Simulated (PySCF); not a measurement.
**CdH2O2 (SMILES [OH][Cd][OH]): levels of theory compared**

Wanted: a comparison of 6 runs (HF/def2-SVP, HF/def2-TZVP, BP86/STO-3G, MP2/3-21G, CCSD/3-21G, CCSD/def2-SVPD) of CdH2O2. Input form: a Python script.

Program for the calculation: PySCF 2.14.0.

### 1 The molecule

CdH2O2: 5 atoms, total charge 0, spin state singlet. As SMILES, `[OH][Cd][OH]`. Geometry: a GFN2-xTB relaxation, a rough one for these elements and not checked as a minimum.

Bond lengths: O1–Cd2 1.925 Å, Cd2–O3 1.914 Å, O1–H4 0.961 Å, O3–H5 0.965 Å. Angles: O1–Cd2–O3 112.2°, Cd2–O1–H4 116.7°, Cd2–O3–H5 99.9°.

### 2 Energy and gradient at HF/def2-SVP (core potential) (run 1)

input.xyz

```xyz
5
CdH2O2
O     -1.276430     0.378160    -0.254520
Cd     0.093970    -0.963010    -0.081640
O      1.788980    -0.209550     0.391790
H     -2.155520     0.069980    -0.490990
H      1.549000     0.724430     0.435360
```

job.py

```python
import pyscf.grad
from pyscf import gto, scf

system = gto.Mole()
system.atom = 'input.xyz'
system.basis = 'def2-svp'
system.charge = 0
system.spin = 0
system.verbose = 4
system.max_memory = 1860
system.ecp = {'Cd': 'def2-svp'}
system.build()

calc0 = scf.RHF(system)
calc0.conv_tol = 1e-10
calc0.kernel()
if not calc0.converged:
    calc0 = calc0.newton().run(calc0.mo_coeff, calc0.mo_occ)

energy = calc0.e_tot
print('E(%s) = %.9f' % ('HF', energy))
grad = calc0.Gradients().kernel()
calc0.analyze()
```

The run is started by

```bash
$ OMP_NUM_THREADS=1 python job.py
```

Standard output:

```text
PySCF version 2.14.0

[... 81 lines left out ...]
One-electron Energy =                 -744.095923898902470
[... 10 lines left out ...]
MO #6   energy= -3.20214527650845  occ= 2
[... 8 lines left out ...]
MO #15  energy= -0.554348403807744 occ= 2
[... 8 lines left out ...]
MO #24  energy= 0.261065025103695  occ= 0
[... 8 lines left out ...]
MO #33  energy= 0.845731149812686  occ= 0
[... 8 lines left out ...]
MO #42  energy= 1.46362211608443   occ= 0
[... 8 lines left out ...]
MO #51  energy= 2.63900619270176   occ= 0
[... 8 lines left out ...]
MO #60  energy= 3.17193244319647   occ= 0
[... 8 lines left out ...]
MO #69  energy= 57.1517803770877   occ= 0
[... 77 lines left out ...]
Dipole moment(X, Y, Z, Debye): -2.74788, -4.61236, -1.13398
```

It took 6.9 s on 1 thread of Intel Xeon at 2.70GHz, shared host; peak memory 0.14 GiB.

### 3 Energy and forces at HF/def2-TZVP (core potential) (run 2)

input.py

```python
import pyscf.grad
from pyscf import gto

system = gto.Mole()
system.atom = '''
O     -1.276430     0.378160    -0.254520
Cd     0.093970    -0.963010    -0.081640
O      1.788980    -0.209550     0.391790
H     -2.155520     0.069980    -0.490990
H      1.549000     0.724430     0.435360
'''
system.basis = 'def2-tzvp'
system.verbose = 4
system.ecp = {'Cd': 'def2-svp'}
system.charge = 0
system.spin = 0
system.max_memory = 1860
system.build()

myscf = system.RHF()
myscf.conv_tol = 1e-10
myscf.kernel()
if not myscf.converged:
    myscf = myscf.newton().run(myscf.mo_coeff, myscf.mo_occ)

energy = myscf.e_tot
print('Final energy', energy)
grad = myscf.Gradients().kernel()
dip = myscf.dip_moment()
pop, q = myscf.mulliken_pop()
```

The run is started by

```bash
$ OMP_NUM_THREADS=1 python input.py
```

Standard output:

```text
PySCF version 2.14.0

[... 65 lines left out ...]
converged SCF energy = -317.765518890519
Final energy -317.76551889051916
[... 11 lines left out ...]
Dipole moment(X, Y, Z, Debye): -2.72375, -4.79182, -1.14762
[... 120 lines left out ...]
charge of    4H =      0.33258
```

Wall time 14 s (1 thread of Intel Xeon at 2.70GHz, shared host); peak memory 0.28 GiB.

Runs 3 to 5 aren't shown in full; the table further down has their settings and results.

### 4 A single-point energy at CCSD/def2-SVPD (core potential) (run 6)

calc.py

```python
from pyscf import gto, cc

mol = gto.Mole()
mol.atom = [
    ('O', (-1.276430, 0.378160, -0.254520)),
    ('Cd', (0.093970, -0.963010, -0.081640)),
    ('O', (1.788980, -0.209550, 0.391790)),
    ('H', (-2.155520, 0.069980, -0.490990)),
    ('H', (1.549000, 0.724430, 0.435360)),
]
mol.max_memory = 1860
mol.ecp = {'Cd': 'def2-svp'}
mol.verbose = 3
mol.basis = 'def2-svpd'
mol.charge = 0
mol.build()

mf = mol.RHF()
mf.conv_tol = 1e-10
mf.kernel()
if not mf.converged:
    mf = mf.newton().run(mf.mo_coeff, mf.mo_occ)

mycc = cc.CCSD(mf, frozen=2)
mycc.kernel()
etot = mycc.e_tot
print(f'total energy: {etot:.8f} hartree')
mf.analyze()
```

The run is started by

```bash
$ OMP_NUM_THREADS=1 python calc.py
```

Standard output:

```text
converged SCF energy = -317.558850211159
[... 1 line left out ...]
total energy: -318.35140139 hartree
[... 12 lines left out ...]
MO #12  energy= -0.776113316634801 occ= 2
[... 11 lines left out ...]
MO #24  energy= 0.161243847069078  occ= 0
[... 11 lines left out ...]
MO #36  energy= 0.377470433245857  occ= 0
[... 11 lines left out ...]
MO #48  energy= 0.732917616153128  occ= 0
[... 11 lines left out ...]
MO #60  energy= 1.13397153717947   occ= 0
[... 11 lines left out ...]
MO #72  energy= 2.06808812627628   occ= 0
[... 11 lines left out ...]
MO #84  energy= 3.1420625547315    occ= 0
[... 11 lines left out ...]
MO #96  energy= 57.270404538699    occ= 0
[... 6 lines left out ...]
Dipole moment(X, Y, Z, Debye): -2.63619, -4.83089, -1.13147
```

Run time: 51 s. Hardware: 1 thread of Intel Xeon at 2.70GHz, shared host; peak memory 0.78 GiB.

### 5 Overview of the runs

```
run                            level  core potential  integration grid   energy (Eh)  dipole moment (D) of the reference  HOMO energy (eV)  LUMO energy (eV)  wall time
  1     HF/def2-SVP (core potential)        def2-svp                 –   -317.531820                                5.49            -11.12             -0.23      6.9 s
  2    HF/def2-TZVP (core potential)        def2-svp                 –   -317.765519                                5.63            -11.36             -0.35       14 s
  3                      BP86/STO-3G               –                 5  -5563.428534                                2.46             -0.73              0.93       11 s
  4                        MP2/3-21G               –                 –  -5590.187109                                5.90            -10.34             -0.32      4.5 s
  5                       CCSD/3-21G               –                 –  -5590.189023                                5.90            -10.34             -0.32      3.6 s
  6  CCSD/def2-SVPD (core potential)        def2-svp                 –   -318.351401                                5.62            -11.55             -0.47       51 s
```

### 6 Outcome

```
                                          quantity          value
                               run 6: total energy  -318.35140 Eh
       run 6: dipole moment (Hartree–Fock density)         5.62 D
        run 6: HOMO energy (Hartree–Fock orbitals)      -11.55 eV
        run 6: LUMO energy (Hartree–Fock orbitals)       -0.47 eV
      run 6: HOMO–LUMO gap (Hartree–Fock orbitals)       11.08 eV
run 6: correlation energy (2 core orbitals frozen)     -792.6 mEh
                              run 6: T1 diagnostic          0.021
```

In words: Over runs 1, 2, 3 the dipole moment (its size) runs from 2.46 D (BP86/STO-3G) to 5.63 D (HF/def2-TZVP). The two ends differ in method and basis and core potential. Over runs 1, 2, 3 the HOMO–LUMO gap runs from 1.66 eV (BP86/STO-3G) to 11.00 eV (HF/def2-TZVP). Some runs of one species differ in core potentials or relativity; totals across that change don't compare. In run 3 the basis is minimal, so the values are rough. In runs 3, 4, 5 relativity is left out where basis or elements ask for it. All runs together took 90 s, the longest 51 s.
